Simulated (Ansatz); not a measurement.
# C2HGa: the cost of one run

Program: Ansatz 0.2.0, Gaussian basis. Level of theory: the settings change from run to run. These are calculated values, not measurements.

26 further runs of the same task are left out: 3 for a known fault of the program, 7 that didn't finish, 16 set aside as unsound or not needed.

## 1. What is computed

The geometry is a PBE0/def2-TZVP stationary point (not a proven minimum) of the parent state, kept for this charge and spin. No spin-orbit coupling is included. The filled d shell of Ga may be among the frozen orbitals whatever the setting's name suggests; the logs give the count.

4 atoms, charge 1, spin multiplicity 2.

Atoms are counted from 1 here; the program's logs count them from 0.

Bond lengths: C1–C2 1.234 Å, C2–Ga3 1.932 Å, Ga3–H4 1.589 Å. Angles: C1–C2–Ga3 153.4°, C2–Ga3–H4 118.5°.

## 2. CCSD on UHF/cc-pVDZ

in.yaml reads:

```yaml
crystal:
  periodic: [false, false, false]
  atoms:
    - {symbol: C, position_ang: [0.000000, -0.079629, 2.463328]}
    - {symbol: C, position_ang: [0.000000, 0.277658, 1.282178]}
    - {symbol: Ga, position_ang: [0.000000, -0.051396, -0.621976]}
    - {symbol: H, position_ang: [0.000000, 1.195550, -1.607336]}
basis:
  gaussian: {orbitals: cc-pVDZ}
total_charge: 1
magnetization: {spin_polarized: true, initial_magnetization: 1}
correlation: {method: ccsd, electrons: valence}
scf: {lower_state_search: off}
output: {forces: true}
```

Command:

```console
> ansatz run in.yaml --threads 1 --pin off --events-out ev --progress --plain --max-ram 2393MiB
```

What time and memory should one allow on 1 thread of Intel Xeon 6975P-C, shared host?

About 8 s, with a peak of 0.26 GiB.
